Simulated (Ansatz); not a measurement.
# H5NOSi2: the cost of one run

Method: RKS B3LYP-D4/def2-SVP, in Ansatz 0.2.0.

## Step 1: Starting point

Bond lengths: N1–Si2 1.664 Å, Si2–O3 1.635 Å, O3–Si4 1.693 Å, N1–H5 0.991 Å, N1–H6 1.017 Å, Si4–H7 1.527 Å, Si4–H8 1.461 Å, Si4–H9 1.490 Å. Angles: N1–Si2–O3 101.4°, Si2–N1–H5 114.2°, Si2–N1–H6 112.1°, H5–N1–H6 105.3°, Si2–O3–Si4 139.9°, O3–Si4–H7 105.0°, O3–Si4–H8 110.7°, O3–Si4–H9 110.5°, H7–Si4–H8 109.7°, H7–Si4–H9 106.7°, H8–Si4–H9 113.9°.

As a file:

```xyz
9

N    -0.8457    2.1570   -0.8335
Si   -0.9433    1.1436    0.4827
O     0.0051   -0.0993    0.0040
Si    0.6659   -1.5335    0.6152
H     0.0751    2.4503   -1.0536
H    -1.1976    1.7179   -1.6806
H    -0.5356   -2.4273    0.9145
H     1.5190   -2.1745   -0.3827
H     1.3456   -1.2804    1.9169
```

## Step 2: Relaxing end A

Contents of input.yaml:

```yaml
crystal:
  periodic: [false, false, false]
  atoms:
    - { symbol: "N", position_ang: [-0.8457, 2.157, -0.8335] }
    - { symbol: Si, position_ang: [-0.9433, 1.1436, 0.4827] }
    - { symbol: O, position_ang: [0.0051, -0.0993, 0.004] }
    - { symbol: Si, position_ang: [0.6659, -1.5335, 0.6152] }
    - { symbol: H, position_ang: [0.0751, 2.4503, -1.0536] }
    - { symbol: H, position_ang: [-1.1976, 1.7179, -1.6806] }
    - { symbol: H, position_ang: [-0.5356, -2.4273, 0.9145] }
    - { symbol: H, position_ang: [1.519, -2.1745, -0.3827] }
    - { symbol: H, position_ang: [1.3456, -1.2804, 1.9169] }
basis:
  gaussian: { orbitals: def2-SVP }
hamiltonian:
  xc: b3lyp
  dispersion: d4
relax:
  f_tol: 0.015
  max_steps: 40
```

Command:

```
> ansatz run input.yaml --threads 1 --pin off --max-ram 2048MiB --backend cpu --events-out ev --progress --plain --runs-dir out
```

**Question.** How long does this run take on 1 thread of Arm Neoverse V1, shared host, and how much memory does it need?

About 60 s, with a peak of 0.17 GiB.
